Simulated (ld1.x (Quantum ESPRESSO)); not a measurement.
# Tin: generating and testing a PAW potential

Aim: build the potential from the settings below, then test how well it stands in for the atom: other configurations, scattering, ghost states and the plane-wave cutoff that it needs.

Method: ld1.x (Quantum ESPRESSO) 7.5, PBE, scalar-relativistic.

**1. The design**

The settings as typed:

- element: tin (Sn, Z = 50)
- type: PAW
- frozen core: [Kr]
- valence charge: 14
- reference configuration: 4d10 5s2 5p1 (charge +1)
- partial waves: 5s (bound): rcut 2.10, rcutus 2.35 bohr; 5s channel at 0.3 Ry: rcut 2.10, rcutus 2.35 bohr; 5p (bound): rcut 2.00, rcutus 2.55 bohr; 5p channel at -0.3 Ry: rcut 2.00, rcutus 2.55 bohr; 4d (bound): rcut 0.75, rcutus 1.00 bohr; 4d channel at 2.05 Ry: rcut 0.75, rcutus 1.00 bohr
- local potential: all-electron potential smoothed inside 1.95 bohr (lloc = -1)
- core correction: Bessel-smoothed model core inside 0.85 bohr
- augmentation charge: PSQ, inside the norm-conserving radii

An earlier all-electron run gives the scale for the radii.

All-electron outer shells of the reference configuration (PBE, scalar-relativistic, ld1.x):

```json
{"shell": "4s", "level (eV)": "-141.92", "outermost node (bohr)": "0.40", "outermost maximum (bohr)": "0.74"}
{"shell": "4p", "level (eV)": "-97.69", "outermost node (bohr)": "0.41", "outermost maximum (bohr)": "0.79"}
{"shell": "4d", "level (eV)": "-33.81", "outermost node (bohr)": "0.39", "outermost maximum (bohr)": "0.88"}
{"shell": "5s", "level (eV)": "-17.81", "outermost node (bohr)": "0.98", "outermost maximum (bohr)": "1.99"}
{"shell": "5p", "level (eV)": "-10.25", "outermost node (bohr)": "1.08", "outermost maximum (bohr)": "2.43"}
```

**2. Generating the potential**

Contents of Sn.in:

```
 &input
   title='Sn', zed=50., rel=1, dft='PBE', iswitch=3,
   config='[Kr] 4d10 5s2 5p1',
   nld=3, rlderiv=2.75, eminld=-4.0, emaxld=5.0, deld=0.02
 /
 &inputp
   pseudotype=3, lpaw=.true., tm=.true., lloc=-1, rcloc=1.95,
   nlcc=.true., new_core_ps=.true., rcore=0.85,
   which_augfun='PSQ', rmatch_augfun_nc=.true.,
   file_pseudopw='Sn.UPF', file_wfcaegen='ae.wfc', file_wfcncgen='nc.wfc', file_beta='beta', file_chi='chi', file_wfcusgen='us.wfc'
 /
6
5S  1  0   2.00   0.00  2.10  2.35  0.0
5S  1  0   0.00   0.30  2.10  2.35  0.0
5P  2  1   1.00   0.00  2.00  2.55  0.0
5P  2  1   0.00  -0.30  2.00  2.55  0.0
4D  3  2  10.00   0.00  0.75  1.00  0.0
4D  3  2   0.00   2.05  0.75  1.00  0.0
 &test
   configts(1)='4d10 5s2 5p1'
 /
```

Run with:

```bash
$ ld1.x < Sn.in > Sn.out
```

Output in Sn.out (without the banner and most projector matrices):

```text
     Program LD1 v.7.5
     --------------------------- All-electron run ----------------------------

     Sn
     scalar relativistic calculation

     atomic number is 50.00
     dft =PBE   lsd =0 sic =0 latt =0  beta=0.20 tr2=1.0E-14
     Exchange-correlation= PBE
                           (   1   4   3   4   0   0   0)
     mesh =1243 r(mesh) = 100.78374 a.u. xmin = -7.00 dx = 0.01250
     1 Ry =  13.60569312 eV, c = 137.03599908

     n l     nl                  e(Ry)          e(Ha)          e(eV)
     1 0     1S 1( 2.00)     -2133.1014     -1066.5507    -29022.3231
     2 0     2S 1( 2.00)      -322.5212      -161.2606     -4388.1240
     2 1     2P 1( 6.00)      -289.5826      -144.7913     -3939.9721
     3 0     3S 1( 2.00)       -62.7130       -31.3565      -853.2541
     3 1     3P 1( 6.00)       -51.9500       -25.9750      -706.8154
     4 0     4S 1( 2.00)       -10.4309        -5.2154      -141.9194
     4 1     4P 1( 6.00)        -7.1801        -3.5900       -97.6898
     3 2     3D 1(10.00)       -35.3843       -17.6922      -481.4282
     4 2     4D 1(10.00)        -2.4847        -1.2423       -33.8059
     5 0     5S 1( 2.00)        -1.3091        -0.6545       -17.8111
     5 1     5P 1( 1.00)        -0.7537        -0.3769       -10.2551

     final scf error:  3.1E-15 reached in  28 iterations

     Etot =  -12353.905608 Ry,   -6176.952804 Ha, -168083.448573 eV

     Ekin =   12898.688495 Ry,    6449.344248 Ha,  175495.597354 eV
     Encl =  -29845.860600 Ry,  -14922.930300 Ha, -406073.620316 eV
     Eh   =    4922.393313 Ry,    2461.196656 Ha,   66972.572842 eV
     Exc  =    -329.126816 Ry,    -164.563408 Ha,   -4477.998453 eV

     normalization and overlap integrals

     s(1S/1S) =  1.000000  <r> =   0.0291  <r2> =    0.0011  r(max) =   0.0188
     s(2S/2S) =  1.000000  <r> =   0.1255  <r2> =    0.0186  r(max) =   0.1054
     s(2P/2P) =  1.000000  <r> =   0.1096  <r2> =    0.0147  r(max) =   0.0853
     s(3S/3S) =  1.000000  <r> =   0.3393  <r2> =    0.1317  r(max) =   0.3090
     s(3P/3P) =  1.000000  <r> =   0.3377  <r2> =    0.1323  r(max) =   0.3013
     s(4S/4S) =  1.000000  <r> =   0.8186  <r2> =    0.7582  r(max) =   0.7412
     s(4P/4P) =  1.000000  <r> =   0.8858  <r2> =    0.8967  r(max) =   0.7890
     s(3D/3D) =  1.000000  <r> =   0.3146  <r2> =    0.1175  r(max) =   0.2498
     s(4D/4D) =  1.000000  <r> =   1.0964  <r2> =    1.4284  r(max) =   0.8829
     s(5S/5S) =  1.000000  <r> =   2.3063  <r2> =    6.0310  r(max) =   1.9897
     s(5P/5P) =  1.000000  <r> =   2.9046  <r2> =    9.6605  r(max) =   2.4302

     ------------------------ End of All-electron run ------------------------

     --------------------- Generating PAW atomic setup --------------------

      Generating local potential from pseudized AE potential:
      Matching radius rcloc =   1.9500

      Local pseudo, rcloc= 1.941 Estimated cut-off energy=     6.36 Ry

      Computing core charge for nlcc:

       r > 0.85 : true rho core
      Core charge pseudized with two Bessel functions
      Integrated core pseudo-charge :  11.52
      Wfc-us  5S rcutus= 2.370  Estimated cut-off energy=     8.46 Ry
      Wfc-us  5S rcutus= 2.370  Estimated cut-off energy=    12.66 Ry
      Wfc-us  5P rcutus= 2.555  Estimated cut-off energy=    11.59 Ry
      Wfc-us  5P rcutus= 2.555  Estimated cut-off energy=    12.44 Ry
      Wfc-us  4D rcutus= 0.988  Estimated cut-off energy=   115.27 Ry
      Wfc-us  4D rcutus= 0.988  Estimated cut-off energy=   127.49 Ry

     Required augmentation: PSQ   radius:    2.550000

     Q pseudized with Bessel functions
     Expected ecutrho=     698.8156 due to l1=  2   l2=  2

     Estimated PAW energy = -441.276937 Ryd

     The PAW screened D coefficients
     2.72978     2.34248     0.00000     0.00000     0.00000     0.00000
     2.34248     2.04044     0.00000     0.00000     0.00000     0.00000
     0.00000     0.00000     0.67446     0.56979     0.00000     0.00000
     0.00000     0.00000     0.56979     0.48240     0.00000     0.00000
     0.00000     0.00000     0.00000     0.00000    -5.93200    -4.33825
     0.00000     0.00000     0.00000     0.00000    -4.33825    -3.40591

     The PAW descreened D coefficients (US)
     0.60574     0.31449     0.00000     0.00000     0.00000     0.00000
     0.31449     0.15390     0.00000     0.00000     0.00000     0.00000
     0.00000     0.00000     0.34477     0.27119     0.00000     0.00000
     0.00000     0.00000     0.27119     0.21228     0.00000     0.00000
     0.00000     0.00000     0.00000     0.00000    -5.95758    -4.33689
     0.00000     0.00000     0.00000     0.00000    -4.33689    -3.38351

     ------------------- End of pseudopotential generation -------------------

     [... the all-electron block is printed once more ...]


     Computing logarithmic derivative in   2.73668
     Computing logarithmic derivative in   2.73668
     Computing the partial wave expansion
     R is outside the sphere for l=    0 j= 0.00
     R is outside the sphere for l=    0 j= 0.00
     R is outside the sphere for l=    1 j= 0.00
     R is outside the sphere for l=    1 j= 0.00
     R is outside the sphere for l=    2 j= 0.00
     R is outside the sphere for l=    2 j= 0.00

     ---------------------- Testing the pseudopotential ----------------------

     Sn
     scalar relativistic calculation

     atomic number is 50.00   valence charge is 14.00
     dft = SLA  PW   PBX  PBC   lsd =0 sic =0 latt =0  beta=0.20 tr2=1.0E-14
     mesh =1243 r(mesh) = 100.78374 xmin = -7.00 dx = 0.01250

     n l     nl             e AE (Ry)        e PS (Ry)    De AE-PS (Ry)
     3 2     4D   1(10.00)       -2.48469       -2.48469        0.00000
     1 0     5S   1( 2.00)       -1.30909       -1.30909        0.00000
     2 1     5P   1( 1.00)       -0.75374       -0.75374        0.00000

     eps = 4.2E-15  iter =  3

     Etot =  -12353.905608 Ry,   -6176.952804 Ha, -168083.448573 eV
     Etotps =  -441.276951 Ry,    -220.638475 Ha,   -6003.878774 eV

     Ekin =     255.609711 Ry,     127.804856 Ha,    3477.747294 eV
     Encl =    -480.784979 Ry,    -240.392489 Ha,   -6541.412877 eV
     Ehrt =     113.025124 Ry,      56.512562 Ha,    1537.785154 eV
     Ecxc =    -329.126808 Ry,    -164.563404 Ha,   -4477.998344 eV
     (Ecc =     -23.497399 Ry,     -11.748699 Ha,    -319.698396 eV)

     ---------------------- End of pseudopotential test ----------------------
```

It took 2.7 s on 1 thread of Neoverse-N1, shared host. This counts the later configuration tests of the new file too.

Partial waves on a coarse radial grid (AE all-electron, PS pseudo):

| r (bohr) | 4d AE | 4d PS |
| --- | --- | --- |
| 0.128 | -0.4124 | 0.0204 |
| 0.255 | -0.4778 | 0.1414 |
| 0.382 | -0.0259 | 0.3826 |
| 0.510 | 0.4744 | 0.6730 |
| 0.638 | 0.8202 | 0.9049 |
| 0.765 | 0.9922 | 1.0207 |
| 0.893 | 1.0360 | 1.0392 |
| 1.020 | 1.0000 | 1.0000 |
| 1.148 | 0.9214 | 0.9214 |
| 1.275 | 0.8254 | 0.8254 |
| 1.402 | 0.7258 | 0.7258 |
| 1.530 | 0.6295 | 0.6295 |
| 1.658 | 0.5411 | 0.5411 |
| 1.785 | 0.4627 | 0.4627 |
| 1.912 | 0.3938 | 0.3938 |
| 2.040 | 0.3335 | 0.3335 |
| 2.168 | 0.2817 | 0.2817 |
| 2.295 | 0.2377 | 0.2377 |
| 2.422 | 0.2001 | 0.2001 |
| 2.550 | 0.1680 | 0.1680 |
| 2.678 | 0.1408 | 0.1408 |
| 2.805 | 0.1181 | 0.1181 |
| 2.932 | 0.0988 | 0.0988 |
| 3.060 | 0.0825 | 0.0825 |
| 3.188 | 0.0689 | 0.0689 |
| 3.315 | 0.0575 | 0.0575 |

**3. Configuration tests**

Contents of Sn.test.in:

```
 &input
   title='Sn', zed=50., rel=1, dft='PBE', iswitch=2,
   config='[Kr] 4d10 5s2 5p1'
 /
 &test
   file_pseudo='Sn.UPF', nconf=8,
   configts(1)='4d10 5s2 5p1',
   configts(2)='4d10 5s2 5p2',
   configts(3)='4d10 5s2 5p0',
   configts(4)='4d10 5s1 5p0',
   configts(5)='4d9 5s2 5p3',
   configts(6)='4d9 5s2 5p2',
   configts(7)='4d10 5s0 5p4',
   configts(8)='4d10 5s1 5p3'
 /
```

Run with:

```bash
$ ld1.x < Sn.test.in > Sn.test.out
```

Sn.test.out, the pseudopotential blocks:

```text
     ---------------------- Testing the pseudopotential ----------------------

     Sn
     scalar relativistic calculation

     atomic number is 50.00   valence charge is 14.00
     dft =SLA  PW   PBX  PBC   lsd =0 sic =0 latt =0  beta=0.20 tr2=1.0E-14
     mesh =1243 r(mesh) = 100.78374 xmin = -7.00 dx = 0.01250

     n l     nl             e AE (Ry)        e PS (Ry)    De AE-PS (Ry)
     3 2     4D   1(10.00)       -2.48469       -2.48469        0.00000
     1 0     5S   1( 2.00)       -1.30909       -1.30909        0.00000
     2 1     5P   1( 1.00)       -0.75374       -0.75374        0.00000

     eps = 4.2E-15  iter =  3

     Etot =  -12353.905608 Ry,   -6176.952804 Ha, -168083.448573 eV
     Etotps =  -441.276951 Ry,    -220.638475 Ha,   -6003.878774 eV

     Ekin =     255.609711 Ry,     127.804856 Ha,    3477.747294 eV
     Encl =    -480.784979 Ry,    -240.392489 Ha,   -6541.412877 eV
     Ehrt =     113.025124 Ry,      56.512562 Ha,    1537.785154 eV
     Ecxc =    -329.126808 Ry,    -164.563404 Ha,   -4477.998344 eV
     (Ecc =     -23.497399 Ry,     -11.748699 Ha,    -319.698396 eV)

     ---------------------- End of pseudopotential test ----------------------

     ---------------------- Testing the pseudopotential ----------------------

     Sn
     [...]
     n l     nl             e AE (Ry)        e PS (Ry)    De AE-PS (Ry)
     3 2     4D   1(10.00)       -1.89914       -1.89905       -0.00009
     1 0     5S   1( 2.00)       -0.77532       -0.77532       -0.00000
     2 1     5P   1( 2.00)       -0.27151       -0.27151        0.00000

     eps = 2.3E-15  iter = 15

     Etot =  -12354.410875 Ry,   -6177.205437 Ha, -168090.323077 eV
     Etotps =  -441.782333 Ry,    -220.891167 Ha,   -6010.754851 eV
     dEtot_ae =      -0.505267 Ry
     dEtot_ps =      -0.505382 Ry,   Delta E=       0.000116 Ry

     [...]
     ---------------------- End of pseudopotential test ----------------------

     ---------------------- Testing the pseudopotential ----------------------

     Sn
     [...]
     n l     nl             e AE (Ry)        e PS (Ry)    De AE-PS (Ry)
     3 2     4D   1(10.00)       -3.17575       -3.17630        0.00055
     1 0     5S   1( 2.00)       -1.91763       -1.91774        0.00011
     2 1     5P   1( 0.00)       -1.30765       -1.30771        0.00006

     eps = 7.5E-15  iter = 11

     Etot =  -12352.880119 Ry,   -6176.440059 Ha, -168069.496083 eV
     Etotps =  -440.251190 Ry,    -220.125595 Ha,   -5989.922582 eV
     dEtot_ae =       1.025489 Ry
     dEtot_ps =       1.025761 Ry,   Delta E=      -0.000272 Ry

     [...]
     ---------------------- End of pseudopotential test ----------------------

     ---------------------- Testing the pseudopotential ----------------------

     Sn
     [...]
     n l     nl             e AE (Ry)        e PS (Ry)    De AE-PS (Ry)
     3 2     4D   1(10.00)       -4.04706       -4.05033        0.00327
     1 0     5S   1( 1.00)       -2.64311       -2.64385        0.00074
     2 1     5P   1( 0.00)       -1.96962       -1.97015        0.00053

     eps = 2.6E-15  iter = 10

     Etot =  -12350.603760 Ry,   -6175.301880 Ha, -168038.524645 eV
     Etotps =  -437.974033 Ry,    -218.987016 Ha,   -5958.940287 eV
     dEtot_ae =       3.301848 Ry
     dEtot_ps =       3.302918 Ry,   Delta E=      -0.001070 Ry

     [...]
     ---------------------- End of pseudopotential test ----------------------

     ---------------------- Testing the pseudopotential ----------------------

     Sn
     [...]
     n l     nl             e AE (Ry)        e PS (Ry)    De AE-PS (Ry)
     3 2     4D   1( 9.00)       -2.32176       -2.32482        0.00306
     1 0     5S   1( 2.00)       -0.91758       -0.91968        0.00211
     2 1     5P   1( 3.00)       -0.35217       -0.35212       -0.00005

     eps = 9.2E-15  iter = 13

     Etot =  -12352.612679 Ry,   -6176.306339 Ha, -168065.857372 eV
     Etotps =  -439.980954 Ry,    -219.990477 Ha,   -5986.245840 eV
     dEtot_ae =       1.292929 Ry
     dEtot_ps =       1.295997 Ry,   Delta E=      -0.003067 Ry

     [...]
     ---------------------- End of pseudopotential test ----------------------

     ---------------------- Testing the pseudopotential ----------------------

     Sn
     [...]
     n l     nl             e AE (Ry)        e PS (Ry)    De AE-PS (Ry)
     3 2     4D   1( 9.00)       -2.93573       -2.93894        0.00321
     1 0     5S   1( 2.00)       -1.48133       -1.48411        0.00278
     2 1     5P   1( 2.00)       -0.87023       -0.87049        0.00026

     eps = 3.3E-15  iter = 18

     Etot =  -12352.008099 Ry,   -6176.004049 Ha, -168057.631642 eV
     Etotps =  -439.376144 Ry,    -219.688072 Ha,   -5978.016982 eV
     dEtot_ae =       1.897509 Ry
     dEtot_ps =       1.900807 Ry,   Delta E=      -0.003297 Ry

     [...]
     ---------------------- End of pseudopotential test ----------------------

     ---------------------- Testing the pseudopotential ----------------------

     Sn
     [...]
     n l     nl             e AE (Ry)        e PS (Ry)    De AE-PS (Ry)
     3 2     4D   1(10.00)       -2.10929       -2.11014        0.00085
     1 0     5S   1( 0.00)       -0.89659       -0.89677        0.00017
     2 1     5P   1( 4.00)       -0.35892       -0.35894        0.00002

     eps = 1.5E-15  iter = 10

     Etot =  -12353.368240 Ry,   -6176.684120 Ha, -168076.137310 eV
     Etotps =  -440.739499 Ry,    -220.369749 Ha,   -5996.566364 eV
     dEtot_ae =       0.537368 Ry
     dEtot_ps =       0.537452 Ry,   Delta E=      -0.000084 Ry

     [...]
     ---------------------- End of pseudopotential test ----------------------

     ---------------------- Testing the pseudopotential ----------------------

     Sn
     [...]
     n l     nl             e AE (Ry)        e PS (Ry)    De AE-PS (Ry)
     3 2     4D   1(10.00)       -2.00782       -2.00840        0.00057
     1 0     5S   1( 1.00)       -0.83895       -0.83899        0.00004
     2 1     5P   1( 3.00)       -0.31727       -0.31727        0.00001

     eps = 4.6E-15  iter = 13

     Etot =  -12353.897991 Ry,   -6176.948995 Ha, -168083.344936 eV
     Etotps =  -441.269394 Ry,    -220.634697 Ha,   -6003.775957 eV
     dEtot_ae =       0.007617 Ry
     dEtot_ps =       0.007557 Ry,   Delta E=       0.000060 Ry

     [...]
     ---------------------- End of pseudopotential test ----------------------
```

Excitation and ionisation energies from 4d10 5s2 5p1, with the error of the potential.

| valence configuration | charge | ΔE all-electron (eV) | error AE − PS (meV) |
| --- | --- | --- | --- |
| 4d10 5s2 5p2 | 0 | -6.875 | +1.6 |
| 4d10 5s2 5p0 | +2 | 13.952 | -3.7 |
| 4d10 5s1 5p0 | +3 | 44.924 | -15 |
| 4d9 5s2 5p3 | 0 | 17.591 | -42 |
| 4d9 5s2 5p2 | +1 | 25.817 | -45 |
| 4d10 5s0 5p4 | 0 | 7.311 | -1.1 |
| 4d10 5s1 5p3 | 0 | 0.104 | +0.8 |

**4. Does it scatter like the atom?**

Taken from the files of the generation run. The phase is arctan(r·u′/u) with u = r·R, unwrapped, with energies in Ry. A pole is an energy at which the radial function vanishes at the test radius. The pseudo phase is shifted by a multiple of π to meet the all-electron one at the reference energy. Levels narrower than the energy grid can be missing from the poles. The last column is the largest difference on the grid between −1 and +1 Ry.

| channel | radius (bohr) | reference (Ry) | poles AE | poles PS | window around the reference with phases within 0.05 rad (Ry) | largest difference near zero (rad) |
| --- | --- | --- | --- | --- | --- | --- |
| s | 2.74 | -1.31 | -0.24 | -0.24, 1.82 | below 1.7 | 0.000 |
| p | 2.74 | -0.75 | 0.94 | 0.94, 4.92 | below 3.0 | 0.000 |
| d | 2.74 | -2.48 | -2.43, 3.07 | -2.43, 3.07 | the whole range | 0.001 |

Phases (rad) along the scan:

| E (Ry) | d AE | d PS | s AE | s PS |
| --- | --- | --- | --- | --- |
| -4.00 | 1.368 | 1.368 | 1.328 | 1.328 |
| -3.52 | 1.347 | 1.347 | 1.295 | 1.295 |
| -3.04 | 1.310 | 1.310 | 1.243 | 1.243 |
| -2.56 | 0.726 | 0.726 | 1.148 | 1.148 |
| -2.08 | -1.783 | -1.783 | 0.907 | 0.907 |
| -1.60 | -1.848 | -1.848 | -0.108 | -0.109 |
| -1.12 | -1.913 | -1.913 | -1.209 | -1.209 |
| -0.64 | -2.014 | -2.014 | -1.475 | -1.475 |
| -0.16 | -2.215 | -2.215 | -1.585 | -1.585 |
| 0.32 | -2.751 | -2.750 | -1.656 | -1.656 |
| 0.80 | -3.787 | -3.786 | -1.716 | -1.716 |
| 1.28 | -4.312 | -4.312 | -1.782 | -1.785 |
| 1.76 | -4.511 | -4.511 | -1.874 | -2.005 |
| 2.24 | -4.612 | -4.612 | -2.035 | -5.128 |
| 2.72 | -4.676 | -4.676 | -2.424 | -5.457 |
| 3.20 | -4.725 | -4.724 | -3.416 | -6.332 |
| 3.68 | -4.766 | -4.766 | -4.138 | -7.184 |
| 4.16 | -4.808 | -4.807 | -4.392 | -7.493 |
| 4.64 | -4.855 | -4.854 | -4.508 | -7.627 |

**5. Plane-wave convergence, by spherical Bessel functions**

A separate test, outside the generator: the pseudo-atom's Hamiltonian at the reference potential is diagonalised in spherical Bessel functions j_l(qr) that vanish at 20 bohr, with q² up to the cutoff.

All-electron valence levels (Ry): 5s -1.3091, 5p -0.7537, 4d -2.4847. The lowest levels of each channel (Ry) by cutoff; the last column sums, over occupied levels, occupation times the distance from the level at 400 Ry. A positive value at high cutoff is not a bound level.

| cutoff (Ry) | s #1 | p #1 | d #1 | f #1 | Σ f·Δε (mRy) |
| --- | --- | --- | --- | --- | --- |
| 8 | -1.3089 | -0.7534 | -0.5064 | -0.0616 | 19784.7 |
| 18 | -1.3091 | -0.7537 | -1.0839 | -0.0617 | 14009.1 |
| 30 | -1.3091 | -0.7537 | -1.6284 | -0.0617 | 8564.7 |
| 50 | -1.3091 | -0.7538 | -2.2551 | -0.0617 | 2297.6 |
| 70 | -1.3091 | -0.7538 | -2.4362 | -0.0617 | 485.9 |
| 110 | -1.3091 | -0.7538 | -2.4837 | -0.0617 | 11.0 |
| 120 | -1.3091 | -0.7538 | -2.4841 | -0.0617 | 7.0 |
| 160 | -1.3091 | -0.7538 | -2.4844 | -0.0617 | 4.3 |
| 200 | -1.3091 | -0.7538 | -2.4848 | -0.0617 | 0.9 |
| 260 | -1.3091 | -0.7538 | -2.4848 | -0.0617 | 0.6 |
| 400 | -1.3091 | -0.7538 | -2.4848 | -0.0617 | 0.0 |

The sum stays within 10 mRy from 120 Ry and within 1 mRy from 200 Ry. The sum leaves out empty levels, which can need more. Ghost test: no level below the all-electron spectrum of its channel (s, p, d, f tested).

**6. Outcome**

```
                                                quantity                     value
               cutoffs for 10 and 1 mRy, occupied levels         120 Ry and 200 Ry
                                            bound ghosts                none found
                            largest test error (AE − PS)  -45 meV, for 4d9 5s2 5p2
largest phase difference near zero energy, channels read                 0.001 rad
         lowest eigenvalue of the overlap (Bessel basis)                 0.331 (s)
               density cutoff estimated by the generator                    699 Ry
```

What this shows: By total energies transferability is fair: the largest error is 45 meV on 25.8 eV, for 4d9 5s2 5p2. The potential is hard: the looser tolerance needs 120 Ry. The slowest occupied level is 4d: taken alone it needs 120 Ry to come within 1 mRy, against 6 Ry or less for 5s. No bound ghost shows below the valence levels. Near zero energy the phases of the channels with partial waves agree within 0.001 rad. The pseudo curves have a pole with no partner nearby in the atom's: s at 1.82 Ry. At positive energy that is a spurious or a displaced resonance. These are tests on the free atom; a crystal test is still owed.
